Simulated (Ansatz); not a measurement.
**CCSD(T)/STO-3G run of SnH4 (SMILES [SnH4])**

What is the vertical ionisation energy of SnH4 at CCSD(T)/STO-3G? 

Program for the calculation: Ansatz 0.2.0.

32 further runs of the same task are left out: 3 that didn't finish, 29 set aside as unsound or not needed.

## Step 1: The system as given

SnH4: 5 atoms, total charge 0, spin state singlet. As SMILES, `[SnH4]`. The shape is that of a PBE0-D4/def2-TZVP optimisation.

Bond lengths: Sn1–H2 1.704 Å, Sn1–H3 1.704 Å, Sn1–H4 1.704 Å, Sn1–H5 1.704 Å. Angles: H2–Sn1–H3 109.5°, H2–Sn1–H4 109.5°, H2–Sn1–H5 109.5°, H3–Sn1–H4 109.5°, H3–Sn1–H5 109.5°, H4–Sn1–H5 109.5°.

## Step 2: A single-point energy at CCSD(T)/STO-3G

run.yaml

```yaml
basis:
  gaussian:
    orbitals: STO-3G
crystal:
  periodic: [false, false, false]
  atoms:
    - symbol: Sn
      position_ang: [0.000030, 0.000010, 0.000040]
    - symbol: H
      position_ang: [0.823920, -0.853480, 1.222940]
    - symbol: H
      position_ang: [-1.563610, 0.403420, 0.543140]
    - symbol: H
      position_ang: [-0.116810, -0.974610, -1.392490]
    - symbol: H
      position_ang: [0.856470, 1.424640, -0.373640]
total_charge: 0
correlation:
  method: ccsd_t
  frozen_orbitals: {H: 0, Sn: 18}
accuracy: high
scf:
  omitted_lower_state_checks: [cluster_reference, increment]
```

Launch:

```bash
$ ansatz run run.yaml --threads 1 --pin off --max-ram 3480MiB --events-out events.jsonl --progress --plain --runs-dir runs
```

Output, shortened:

```text
Warning: RAYON_NUM_THREADS=1 ignored (pool sized by the plan → 1); use --threads N
Functional definition: HF
  name "HF"
[...]
543 factors; integrals over basis functions are off by at most 4.9e-9 eV
[...]
mean field -162332.55938440 eV, -5965.6115244161 hartree, gradient 9.9e-8 eV, S^2 0.000000; 0 other end points of the search recorded, 0 dependent functions left out
18 core orbitals not correlated: weight in the atoms' cores, before any rotation towards them, 1.000 or more for the frozen orbitals, at most 0.000 for the correlated occupied ones
reference -162332.55938440 eV, -5965.6115244161 hartree; 9, 9 occupied and 4, 4 virtual orbitals, 543 factors
second order -1.16467670 eV of doubles, -0.00000000 eV of singles
cycle   1  -1.55868611 eV  change   -3.9e-1 eV  update   5.6e-2
[...]
cycle  14  -1.79263700 eV  change   -1.0e-9 eV  update   1.6e-9
perturbative correction -0.01048191 eV, -0.0003852030 hartree
Total energy: -162334.36250331 eV, -5965.6777878139 hartree
Checks for a lower state left out: cluster_reference, increment
```

Wall time 0.4 s (1 thread of Arm Neoverse V2, shared host).

## Step 3: The doublet cation, same level

input.yaml

```yaml
crystal:
  periodic: [false, false, false]
  atoms:
    - symbol: Sn
      position_ang: [0.000030, 0.000010, 0.000040]
    - symbol: H
      position_ang: [0.823920, -0.853480, 1.222940]
    - symbol: H
      position_ang: [-1.563610, 0.403420, 0.543140]
    - symbol: H
      position_ang: [-0.116810, -0.974610, -1.392490]
    - symbol: H
      position_ang: [0.856470, 1.424640, -0.373640]
basis:
  gaussian:
    orbitals: STO-3G
accuracy: high
scf:
  omitted_lower_state_checks: [cluster_reference, increment]
total_charge: 1
magnetization:
  spin_polarized: true
  initial_magnetization: 1
correlation:
  method: ccsd_t
  frozen_orbitals: {H: 0, Sn: 18}
```

Launch:

```bash
$ ansatz run input.yaml --threads 1 --pin off --max-ram 3480MiB --events-out events.jsonl --progress --plain --runs-dir runs
```

Output, shortened:

```text
Warning: RAYON_NUM_THREADS=1 ignored (pool sized by the plan → 1); use --threads N
[... 2 set-up lines as earlier in the session ...]
[...]
543 factors; integrals over basis functions are off by at most 4.9e-9 eV
[...]
mean field -162323.08532908 eV, -5965.2633593045 hartree, gradient 4.2e-8 eV, S^2 0.763288; 12 other end points of the search recorded, 0 dependent functions left out
18 core orbitals not correlated: weight in the atoms' cores, before any rotation towards them, 1.000 or more for the frozen orbitals, at most 0.000 for the correlated occupied ones
reference -162323.08532908 eV, -5965.2633593045 hartree; 9, 8 occupied and 4, 5 virtual orbitals, 543 factors
second order -1.05532510 eV of doubles, -0.00000000 eV of singles
cycle   1  -1.43103834 eV  change   -3.8e-1 eV  update   6.2e-2
[...]
cycle  34  -1.71062808 eV  change   9.2e-10 eV  update   1.1e-9
perturbative correction -0.02142356 eV, -0.0007873011 hartree
Total energy: -162324.81738071 eV, -5965.3270110280 hartree
Checks for a lower state left out: cluster_reference, increment
```

Run time: 1.9 s. Hardware: 1 thread of Arm Neoverse V2, shared host; peak memory 0.095 GiB.

## Step 4: Outcome

At CCSD(T)/STO-3G, 18 core orbitals frozen:

| quantity | value |
| --- | --- |
| singlet SnH4: total energy | -5965.67779 Eh |
| singlet SnH4: correlation energy (18 core orbitals frozen) | -66.3 mEh |
| singlet SnH4: (T) correction | -0.39 mEh |
| singlet SnH4: T1 diagnostic | 0.003 |
| doublet cation: total energy | -5965.32701 Eh |
| doublet cation: correlation energy (18 core orbitals frozen) | -63.7 mEh |
| doublet cation: (T) correction | -0.79 mEh |
| doublet cation: ⟨S²⟩ of the reference determinant | 0.763 |
| doublet cation: T1 diagnostic | 0.015 |
| vertical ionisation energy (to the doublet cation) | 9.545 eV |

**Reading.** The vertical ionisation energy comes to 9.55 eV (220 kcal/mol). In a minimal basis such a difference can be off by several eV, whatever the method. The triples (singlet SnH4) make up 0.6 % of the correlation energy. Relativity is left out (singlet SnH4) although the molecule holds a heavy atom. The triples (doublet cation) make up 1.2 % of the correlation energy. Relativity is left out (doublet cation) although the molecule holds a heavy atom.
